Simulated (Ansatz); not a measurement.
# CdF2, space group Fm-3m: a check of PAW against all-electron LAPW

Program: the Ansatz DFT code, driven from Python.

At the Python prompt:
```pycon
>>> import ansatz as az
>>> import numpy as np
>>> import pandas as pd
>>> def count_gap(report):
...     # lowest empty less highest filled band, counting bands; zero where they overlap
...     return max(report.get("gap_by_band_count_ev") or 0.0, 0.0)
...
>>> system = (
...     az.Lattice.fcc(5.388)
...     .space_group(225)
...     .atom("Cd", [0.0, 0.0, 0.0])
...     .atom("F", [0.25, 0.75, 0.75])
...     .primitive()
... )
>>> system.resolved().tree()["lattice"]
((3.2991984769029694e-16, 2.694, 2.694), (2.694, 1.6495992384514847e-16, 2.694), (2.694, 2.694, 0.0))
>>> setup = (
...     system.calculation()
...     .functional("pbe")
...     .kpoints(6, 6, 6)
...     .occupations("Fixed")
...     .stress()
...     .forces()
...     .band_table()
... )
>>> variants = {
...     "PAW": setup.pseudopotentials("paw"),
...     "LAPW": setup.pseudopotentials("all_electron", lapw=True),
... }
>>> rows = []
>>> for label, variant in variants.items():
...     data = variant.run().report
...     levels = np.array(data["eigenvalues_ev"][0]) - data["fermi_energy_ev"]
...     print(label, "levels at the first k-point near E_F:", np.round(levels[np.abs(levels) < 5], 3))
...     rows.append((label, data["n_electrons"], np.trace(data["stress_gpa"]) / 3, count_gap(data)))
...
DeckWarning: basis.ecutwfc = 420 eV, auto-derived from the records' recommended cutoffs: set by Cd (normal level)
PAW levels at the first k-point near E_F: [-4.384 -4.384 -0.958 -0.958 -0.958 -0.478 -0.478 -0.478  3.12 ]
LAPW levels at the first k-point near E_F: [-4.389 -4.389 -0.957 -0.957 -0.957 -0.481 -0.481 -0.481  3.114]
>>> print(pd.DataFrame(rows, columns=["treatment", "electrons in bands", "P GPa", "gap by band count eV"]).round(4).to_string(index=False))
treatment  electrons in bands  P GPa  gap by band count eV
      PAW                34.0 5.4551                3.1204
     LAPW                44.0 5.4285                3.1145
```

PAW gives 5.455 GPa and LAPW 5.428 GPa, 0.027 GPa apart. They took 0.8 and 8.1 s of processor time.

Notes:
- The settings weren't tested for convergence.
- Semilocal gaps usually lie well under measured ones.
- The Fermi level of a run with fixed occupations marks the highest occupied state on its mesh, not mid-gap.
- At these settings the cell as given stands under about 5 GPa, so it isn't at this functional's equilibrium volume.
- The structure is a deposited one; some such entries were measured under pressure or heat, so a shift against it needn't be the functional's error alone.
- Levels are Kohn-Sham eigenvalues on this mesh, without spin-orbit coupling.
- Warnings are shown shortened and without file and line.
- Pressure is positive in compression; the treatments may keep other shells as core, so totals and counts of electrons can differ.
- Run time: 10 s on 1 thread of AMD EPYC 7R43 64-Core Processor (Zen 3) (shared host), peak memory 0.54 GiB.
